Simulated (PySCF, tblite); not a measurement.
**C8H15Al: geometry, infrared bands and NMR shifts**

Aim: predict the infrared bands and NMR shifts of C8H15Al (`[AlH2][C@@H]1CCC[C@@H]1C1CC1`).

The runs use tblite 0.8.0 and PySCF 2.14.0, with density-fitted response routines of our own; the level of theory stands in each step. All values are computed, except where a source is named. Atoms count from 0, in the outputs and in this text.

## 1. Starting geometry

24 atoms, charge 0, multiplicity 1; geometry from: force field or distance geometry start.

Bonds of the start (Å): Al0–C1 1.97, C1–C2 1.51, C2–C3 1.49, C3–C4 1.50, C4–C5 1.52, C5–C6 1.50, C6–C7 1.53, C7–C8 1.50, C5–C1 1.49, C8–C6 1.52, Al0–H9 1.62, Al0–H10 1.61, C1–H11 1.11, C2–H12 1.13, C2–H13 1.10, C3–H14 1.12, C3–H15 1.11, C4–H16 1.10, C4–H17 1.10, C5–H18 1.09, C6–H19 1.12, C7–H20 1.10, C7–H21 1.11, C8–H22 1.12, C8–H23 1.11.

## 2. Geometry optimisation with GFN2-xTB

The job: settings as JSON, then the geometry in Å.

```
{"job": {"kind": "relax", "xc": "GFN2-xTB", "basis": "xTB"}, "charge": 0, "multiplicity": 1}
Al    -1.305200     2.324000    -0.154400
C     -1.154700     0.407600    -0.596600
C     -1.915100    -0.446700     0.389600
C     -1.355300    -1.799500     0.102600
C      0.013500    -1.615300    -0.480200
C      0.243900    -0.115200    -0.617600
C      1.114500     0.314400     0.528000
C      2.567400    -0.157100     0.604700
C      2.253300     1.229600     0.120000
H     -2.186000     2.683300     1.158400
H     -1.580800     3.315000    -1.396300
H     -1.593000     0.222500    -1.594000
H     -3.000800    -0.355600     0.093800
H     -1.760300    -0.086200     1.414600
H     -1.325600    -2.366500     1.069500
H     -2.031100    -2.315900    -0.609100
H      0.011300    -2.039700    -1.494000
H      0.743500    -2.069600     0.199000
H      0.759600     0.070300    -1.562900
H      0.658900     0.446500     1.542500
H      3.067400    -0.176600     1.588500
H      2.908300    -0.929200    -0.109100
H      2.441500     2.115700     0.780900
H      2.413300     1.363900    -0.970400
```

The run is started by

```sh
> OMP_NUM_THREADS=1 python probes_run.py task.json out
```

The driver reads the jobs from task.json and runs them one after another.

**Question.** This job is followed by: GFN2-xTB harmonic vibrations, gas phase; GIAO PBE0/pcSseg-1 NMR shielding, non-relativistic, gas phase. What will the session give for the following? strongest single infrared mode (GFN2-xTB); zero-point energy (GFN2-xTB); ¹³C shifts against TMS (PBE0/pcSseg-1); ¹H shifts against TMS (PBE0/pcSseg-1, means over atoms taken as alike); ²⁷Al shifts against AlH4- (PBE0/pcSseg-1).

**Answer**, as computed:

| quantity | value |
| --- | --- |
| strongest single infrared mode (GFN2-xTB) | 774 cm⁻¹, 436 km/mol |
| zero-point energy (GFN2-xTB) | 126.3 kcal/mol |
| ¹³C shifts against TMS (PBE0/pcSseg-1) | 52.8, 37.8, 36.1, 36.1, 34.9, 30.4, 12.7, 3.3 ppm |
| ¹H shifts against TMS (PBE0/pcSseg-1, means over atoms taken as alike) | 4.99, 2.13, 2.11, 1.97, 1.93, 1.62, 1.51, 1.42, 1.41, 1.32, 1.01, 0.78, 0.51, 0.36 ppm |
| ²⁷Al shifts against AlH4- (PBE0/pcSseg-1) | 138.4 ppm |

In words: The optimisation took 162 steps and gained 1.173 eV; among the close pairs (by a distance rule), C1–C5 changed most, from 1.493 to 1.557 Å. All 66 modes are real, so the xTB geometry is a minimum. The strongest single mode, at 774 cm⁻¹, moves mainly H9 and H10. GFN2-xTB is a fitted tight-binding method: band positions and strengths are rough. Its intensities can rank the bands wrongly. At PBE0/pcSseg-1: The largest span, 86 ppm, is at C6, where the paramagnetic term is -95 ppm.
